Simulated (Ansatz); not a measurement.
**Cl₃HHfS: a ladder of functionals and wavefunction methods**

An exercise on one series of results from a longer session: the logs are not shown, and one member is left open.

Program: Ansatz 0.2.0, Gaussian basis. Level of theory: functionals in def2-TZVPP, the program's frozen cores in correlated methods. These are calculated values, not measurements.

The runs, in order: LDA (SPW92), PBE-D4, revPBE-D4, BLYP-D4, r2SCAN-D4, B97M-V, PBE0-D4, B3LYP-D4, r2SCANh-D4, r2SCAN0-D4, HSE06-D4, BHLYP-D4, CAM-B3LYP-D4, LC-ωPBE, ωB97X-V, ωB97M-V, B2PLYP, PBE-QIDH; CCSD(T)/def2-SVP; CCSD(T)/def2-TZVPP; MP2/def2-QZVPP; extrapolation to the limit; RPA on PBE.

### Structure used throughout

An earlier PBE0-D4 in a triple-zeta def2 set relaxation fixed the geometry. Hf takes the def2 core potential; no spin-orbit term is included.

SMILES `[SH][Hf]([Cl])([Cl])[Cl]`, 6 atoms, charge 0, spin multiplicity 1.

Atoms are counted from 1 here; the program's logs count them from 0.

Bond lengths: S1–Hf2 2.414 Å, S1–H6 1.349 Å, Hf2–Cl3 2.318 Å, Hf2–Cl4 2.325 Å, Hf2–Cl5 2.325 Å. Angles: Hf2–S1–H6 90.6°, S1–Hf2–Cl3 105.9°, S1–Hf2–Cl4 109.2°, S1–Hf2–Cl5 109.2°, Cl3–Hf2–Cl4 112.0°, Cl3–Hf2–Cl5 112.0°, Cl4–Hf2–Cl5 108.5°.

Coordinates:

```xyz
6
charge 0, multiplicity 1
S    -1.7681    0.8677   -0.0264
Hf    0.5016    0.0484    0.0493
Cl    1.8298    1.8957    0.4914
Cl    0.6755   -1.5664    1.7123
Cl    1.0275   -0.9330   -1.9912
H    -2.2242   -0.3764   -0.2815
```

The first run:

The input, in.yaml:

```yaml
crystal:
  periodic: [false, false, false]
  atoms:
    - {symbol: S, position_ang: [-1.768144, 0.867698, -0.026363]}
    - {symbol: Hf, position_ang: [0.501616, 0.048421, 0.049297]}
    - {symbol: Cl, position_ang: [1.829843, 1.895714, 0.491373]}
    - {symbol: Cl, position_ang: [0.675488, -1.566406, 1.712278]}
    - {symbol: Cl, position_ang: [1.027510, -0.932956, -1.991221]}
    - {symbol: H, position_ang: [-2.224213, -0.376372, -0.281464]}
basis:
  gaussian: {orbitals: def2-TZVPP}
hamiltonian: {xc: lda}
output: {orbitals: {seedname: orbitals}}
```

Run with:

```sh
$ ansatz run in.yaml --threads 4 --pin off --events-out ev --progress --plain --max-ram 10444MiB
```

Among the steps run: LDA; PBE-D4 (GGA); revPBE-D4 (GGA); BLYP-D4 (GGA); r2SCAN-D4 (meta-GGA); B97M-V (meta-GGA); PBE0-D4 (hybrid); B3LYP-D4 (hybrid); r2SCANh-D4 (hybrid); r2SCAN0-D4 (hybrid); HSE06-D4 (hybrid); BHLYP-D4 (hybrid); CAM-B3LYP-D4 (range-separated); LC-ωPBE (range-separated); ωB97X-V (range-separated); ωB97M-V (range-separated); B2PLYP (double hybrid); PBE-QIDH (double hybrid).

One table of the session follows, with a row left open; its other results are not shown here.

It belongs to the step «Orbital energies across the functionals». 

```
  functional  HOMO (eV)  LUMO (eV)  gap (eV)
 LDA (SPW92)      -7.18      -3.33      3.86
      PBE-D4      -7.03      -3.08      3.94
   revPBE-D4      -6.97      -3.00      3.97
     BLYP-D4      -6.83      -2.92      3.91
   r2SCAN-D4      -7.35      -2.93      4.41
      B97M-V          ?          ?         ?
     PBE0-D4      -8.25      -2.28      5.97
    B3LYP-D4      -7.98      -2.46      5.52
  r2SCANh-D4      -7.79      -2.63      5.16
  r2SCAN0-D4      -8.46      -2.18      6.28
    HSE06-D4      -7.85      -2.66      5.20
    BHLYP-D4      -9.29      -1.28      8.02
CAM-B3LYP-D4      -9.53      -1.16      8.37
     LC-ωPBE     -10.95      -0.05     10.90
     ωB97X-V     -10.57      -0.12     10.45
     ωB97M-V     -10.39      -0.18     10.20
```

**Question.** Estimate the row for B97M-V.

As computed: HOMO (eV): -7.39; LUMO (eV): -2.86; gap (eV): 4.52. In the column «HOMO (eV)» it lies between r2SCANh-D4 (-7.79) and r2SCAN-D4 (-7.35).
